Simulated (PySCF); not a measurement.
**AsP⁺ with other numerical set-ups**

Which parts of the numerical set-up matter for AsP⁺? Each run edits the base script.

Computed with PySCF 2.14.0. Level: each script names its method and basis.

## (1) The starting structure

AsP⁺: 2 atoms, charge 1, spin multiplicity 2.

Bond lengths: As1–P2 2.340 Å.

## (2) The run that the others are compared with

Contents of input.py:

```python
from pyscf import gto, scf
from pyscf.hessian import thermo

mol = gto.M(
    atom='As 0 0 0; P 0 0 2.34',
    basis='x2c-svpall',
    charge=1,
    spin=1,
    verbose=4,
)
mf = scf.UHF(mol)
mf = mf.sfx2c1e()
mf = mf.density_fit(auxbasis='def2-universal-jkfit')
mf.kernel()
hess = mf.Hessian().kernel()
print('wavenumber (cm^-1) =', thermo.harmonic_analysis(mol, hess)['freq_wavenumber'].round(1))
mf.dip_moment()
print('orbital energies (hartree):', [e[max(0, n-3):n+3].round(4) for e, n in zip(mf.mo_energy, mol.nelec)])
```

Run with:

```console
$ OMP_NUM_THREADS=1 python input.py
```

The log of this run is left out.

Base result: E(SCF) = -2599.702927 Eh, ⟨S²⟩ = 0.755, wavenumbers 312 cm⁻¹.

The bond length is a typed value, not an optimised one, so the wavenumber is not that of the minimum. The dipole of an ion depends on the origin.

## (3) Cc-pvdz-dk

Run 1 changes basis set: x2c-svpall → cc-pvdz-dk.

Contents of input.py:

```python
from pyscf import gto, scf
from pyscf.hessian import thermo

mol = gto.M(
    atom='As 0 0 0; P 0 0 2.34',
    basis='cc-pvdz-dk',
    charge=1,
    spin=1,
    verbose=4,
)
mf = scf.UHF(mol)
mf = mf.sfx2c1e()
mf = mf.density_fit(auxbasis='def2-universal-jkfit')
mf.kernel()
hess = mf.Hessian().kernel()
print('wavenumber (cm^-1) =', thermo.harmonic_analysis(mol, hess)['freq_wavenumber'].round(1))
mf.dip_moment()
print('orbital energies (hartree):', [e[max(0, n-3):n+3].round(4) for e, n in zip(mf.mo_energy, mol.nelec)])
```

Run with:

```console
$ OMP_NUM_THREADS=1 python input.py
```

## (4) Cartesian functions on

Run 2 changes Cartesian functions: off → on.

input.py, as its differences from that of step 2:

```diff
@@ -8,2 +8,3 @@
     spin=1,
+    cart=True,
     verbose=4,
```

## (5) Def2-svp (X2C off)

Run 3 changes basis set: x2c-svpall → def2-svp; spin-free X2C: on → off.

input.py, as its differences from that of step 2:

```diff
@@ -5,3 +5,3 @@
     atom='As 0 0 0; P 0 0 2.34',
-    basis='x2c-svpall',
+    basis='def2-svp',
     charge=1,
@@ -11,3 +11,2 @@
 mf = scf.UHF(mol)
-mf = mf.sfx2c1e()
 mf = mf.density_fit(auxbasis='def2-universal-jkfit')
```

## (6) Ano-rcc-vdzp

Run 4 changes basis set: x2c-svpall → ano-rcc-vdzp.

input.py, as its differences from that of step 2:

```diff
@@ -5,3 +5,3 @@
     atom='As 0 0 0; P 0 0 2.34',
-    basis='x2c-svpall',
+    basis='ano-rcc-vdzp',
     charge=1,
```

Before running it: what results should come out? Wanted: for each run, E(SCF); from base; gap, α spin; after the SCF.

The runs gave:

```
                   run  E(SCF) (hartree)  from base (eV)  cycles  gap, α spin (eV)  functions          after the SCF
                  base      -2599.702927               0      25              7.70         50  highest mode 312 cm⁻¹
            cc-pvdz-dk      -2600.119589        -11.3379      19              7.69         45  highest mode 320 cm⁻¹
Cartesian functions on      -2599.713997         -0.3012      20              7.70         54  highest mode 315 cm⁻¹
    def2-svp (X2C off)      -2574.180307  not comparable      22              7.72         50  highest mode 317 cm⁻¹
          ano-rcc-vdzp      -2600.235448        -14.4906      19              7.71         45  highest mode 323 cm⁻¹
```

What this shows: Of the runs whose energies can be compared, “ano-rcc-vdzp” moves the SCF energy most (-14.491 eV). cc-pvdz-dk (45 functions) gives an energy 11.34 eV lower than x2c-svpall (50); size alone doesn't order basis sets of different families. ano-rcc-vdzp (45 functions) gives an energy 14.49 eV lower than x2c-svpall (50); size alone doesn't order basis sets of different families.
